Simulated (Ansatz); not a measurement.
# C2H9NSn: the cost of one run

Computed with Ansatz 0.2.0, Gaussian basis. Level: the settings change from run to run.

## 1. The molecule

An earlier PBE0-D4 in a triple-zeta def2 set relaxation fixed the geometry. Sn takes a core potential in def2 sets; no spin-orbit term is included.

13 atoms, charge 0, spin multiplicity 1.

Atoms are counted from 1 here; the program's logs count them from 0.

Bond lengths: C1–Sn2 2.135 Å, C1–H5 1.090 Å, C1–H6 1.091 Å, C1–H7 1.091 Å, Sn2–C3 2.148 Å, Sn2–N4 2.039 Å, Sn2–H8 1.714 Å, C3–H9 1.091 Å, C3–H10 1.091 Å, C3–H11 1.091 Å, N4–H12 1.012 Å, N4–H13 1.012 Å. Angles: Sn2–C1–H5 109.5°, Sn2–C1–H6 109.9°, Sn2–C1–H7 110.7°, H5–C1–H6 108.8°, H5–C1–H7 109.1°, H6–C1–H7 108.7°, C1–Sn2–C3 110.7°, C1–Sn2–N4 105.5°, C1–Sn2–H8 112.4°, C3–Sn2–N4 112.6°, C3–Sn2–H8 110.6°, N4–Sn2–H8 104.8°, Sn2–C3–H9 110.2°, Sn2–C3–H10 109.9°, Sn2–C3–H11 110.4°, H9–C3–H10 108.8°, H9–C3–H11 108.8°, H10–C3–H11 108.7° and more.

## 2. r2SCAN50/def2-SVP

Set apart from the defaults: relativity set to none.

in.yaml

```yaml
crystal:
  periodic: [false, false, false]
  atoms:
    - {symbol: C, position_ang: [-1.219442, 1.405217, -0.632259]}
    - {symbol: Sn, position_ang: [-0.207229, -0.449254, -0.321478]}
    - {symbol: C, position_ang: [1.911817, -0.139538, -0.161343]}
    - {symbol: N, position_ang: [-1.015899, -1.233805, 1.377795]}
    - {symbol: H, position_ang: [-2.294881, 1.231623, -0.668558]}
    - {symbol: H, position_ang: [-1.000792, 2.089638, 0.188653]}
    - {symbol: H, position_ang: [-0.899990, 1.867384, -1.567033]}
    - {symbol: H, position_ang: [-0.557613, -1.598805, -1.543927]}
    - {symbol: H, position_ang: [2.415870, -1.084682, 0.043302]}
    - {symbol: H, position_ang: [2.125865, 0.556648, 0.650946]}
    - {symbol: H, position_ang: [2.306249, 0.275108, -1.090501]}
    - {symbol: H, position_ang: [-0.749768, -0.743043, 2.222167]}
    - {symbol: H, position_ang: [-0.793586, -2.211191, 1.517137]}
basis:
  gaussian: {orbitals: def2-SVP}
hamiltonian: {xc: {name: r2SCAN50}, pseudopotentials: {relativity: none}}
output: {forces: true}
```

Run with:

```sh
$ ansatz run in.yaml --threads 4 --pin off --events-out ev --progress --plain --max-ram 10444MiB
```

Q: Estimate wall time and peak memory on 4 threads of Arm Neoverse V1, shared host.

About 3.2 s, with a peak of 0.27 GiB.
